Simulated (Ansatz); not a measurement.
# Ga3H9 ((H2Ga-mu-H)3): the cost of one run

Computed with Ansatz 0.2.0, Gaussian basis. Level: the settings change from run to run.

## (1) The geometry

The structure was relaxed beforehand with PBE-D4/def2-SVP.

12 atoms, charge 0, spin multiplicity 1.

Atoms are counted from 1 here; the program's logs count them from 0.

Bond lengths: Ga1–H2 1.568 Å, Ga1–H3 1.567 Å, Ga1–H4 1.726 Å, Ga1–H12 1.721 Å, H4–Ga5 1.726 Å, Ga5–H6 1.568 Å, Ga5–H7 1.568 Å, Ga5–H8 1.726 Å, H8–Ga9 1.726 Å, Ga9–H10 1.568 Å, Ga9–H11 1.567 Å, Ga9–H12 1.721 Å. Angles: H2–Ga1–H3 131.6°, H2–Ga1–H4 102.1°, H2–Ga1–H12 104.0°, H3–Ga1–H4 108.5°, H3–Ga1–H12 106.0°, H4–Ga1–H12 100.6°, Ga1–H4–Ga5 127.5°, H4–Ga5–H6 102.7°, H4–Ga5–H7 107.8°, H4–Ga5–H8 100.0°, H6–Ga5–H7 131.6°, H6–Ga5–H8 107.9°, H7–Ga5–H8 102.8°, Ga5–H8–Ga9 127.6°, H8–Ga9–H10 102.2°, H8–Ga9–H11 108.5°, H8–Ga9–H12 100.6°, H10–Ga9–H11 131.6° and more.

As a file:

```xyz
12
charge 0, multiplicity 1
Ga   -0.5077    1.6641   -0.4339
H     0.2544    3.0075   -0.1618
H    -1.8475    1.3625   -1.1895
H     0.7343    0.6716   -1.1045
Ga    0.7468   -1.0491   -1.2378
H     2.2469   -1.4067   -0.9545
H    -0.2142   -1.4466   -2.4112
H    -0.1700   -1.4647    0.1640
Ga   -0.2365   -0.6197    1.6672
H    -1.5545   -1.1817    2.3043
H     1.2203   -0.4926    2.2315
H    -0.6722    0.9551    1.1261
```

## (2) B97/aug-cc-pVDZ

Options: charge -1, multiplicity 2, the search for lower states set to off.

Contents of in.yaml:

```yaml
crystal:
  periodic: [false, false, false]
  atoms:
    - {symbol: Ga, position_ang: [-0.507687, 1.664149, -0.433916]}
    - {symbol: H, position_ang: [0.254350, 3.007518, -0.161763]}
    - {symbol: H, position_ang: [-1.847515, 1.362514, -1.189515]}
    - {symbol: H, position_ang: [0.734315, 0.671616, -1.104519]}
    - {symbol: Ga, position_ang: [0.746766, -1.049067, -1.237757]}
    - {symbol: H, position_ang: [2.246912, -1.406662, -0.954513]}
    - {symbol: H, position_ang: [-0.214210, -1.446588, -2.411213]}
    - {symbol: H, position_ang: [-0.170046, -1.464668, 0.164041]}
    - {symbol: Ga, position_ang: [-0.236499, -0.619667, 1.667160]}
    - {symbol: H, position_ang: [-1.554529, -1.181727, 2.304309]}
    - {symbol: H, position_ang: [1.220336, -0.492560, 2.231528]}
    - {symbol: H, position_ang: [-0.672192, 0.955141, 1.126148]}
basis:
  gaussian: {orbitals: aug-cc-pVDZ}
total_charge: -1
magnetization: {spin_polarized: true, initial_magnetization: 1}
hamiltonian: {xc: {name: B97}}
scf: {lower_state_search: off}
output: {forces: true}
```

Launch:

```sh
> ansatz run in.yaml --threads 2 --pin off --events-out ev --progress --plain --max-ram 4352MiB
```

What time and memory should one allow on 2 threads of Arm Neoverse V2, shared host?

About 46 s, with a peak of 0.88 GiB.
